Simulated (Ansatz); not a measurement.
# C₂H₂AlNO, SMILES O=C[C]1=[N][AlH]1: vertical spin-state energies

Computed with Ansatz's Python interface.

Run as a notebook:

**Cell 1**
```python
import ansatz as az

GEOMETRY = '''
O     0.45260   -1.61320    1.88110
C    -0.01250   -0.51210    1.32940
C     0.12400   -0.30670   -0.11850
N     0.69130   -0.78910   -1.32570
Al   -0.12300    0.78620   -1.48980
H    -0.48690    0.26790    1.93030
H    -0.58430    2.09900   -2.25250
'''

mol = az.Crystal.molecule()
for line in GEOMETRY.strip().splitlines():
    symbol, *xyz = line.split()
    mol = mol.atom(symbol, [float(v) for v in xyz])
```

**Cell 2**
```python
calc = mol.calculation()
calc = calc.basis(gaussian='def2-SVP').functional('hf')
found = {}
for unpaired in [0, 2]:
    data = calc.spin('collinear', total=unpaired).run(threads=1, backend='cpu').report
    s = unpaired / 2
    found[unpaired] = data['free_energy_ev']
    print(f'2S+1 = {unpaired + 1}: E = {found[unpaired]:.5f} eV, <S^2> = {abs(data["mean_field"]["state"]["spin_squared"]):.3f} (pure state {s * (s + 1):.2f})')
lowest = min(found, key=found.get)
for unpaired, e in found.items():
    print(f'multiplicity {unpaired + 1}: {23.060548 * (e - found[lowest]):.1f} kcal/mol above the lowest')
```
Output:
```text
2S+1 = 1: E = -12183.91942 eV, <S^2> = 0.793 (pure state 0.00)
2S+1 = 3: E = -12183.29703 eV, <S^2> = 2.314 (pure state 2.00)
multiplicity 1: 0.0 kcal/mol above the lowest
multiplicity 3: 14.4 kcal/mol above the lowest
```

In order: multiplicity 1 (+0.00 eV) and multiplicity 3 (+0.62 eV), all at the one geometry.

What to keep in mind:
- Total energies depend on the basis set; only differences at equal settings carry meaning.
- The geometry is a force-field or estimated start, not a minimum of this method, and the basis set is short of its limit. All parts are taken at fixed geometry, without zero-point energy.
- The expectation value of S² is noticeably off S(S+1) in at least one run, so that state is spin-contaminated.
- Hartree-Fock leaves correlation out, so it favours high-spin states too much.
- Hardware and time: 10 s on 1 thread of Arm Neoverse V2, with other jobs on the host, peak memory 0.26 GiB.
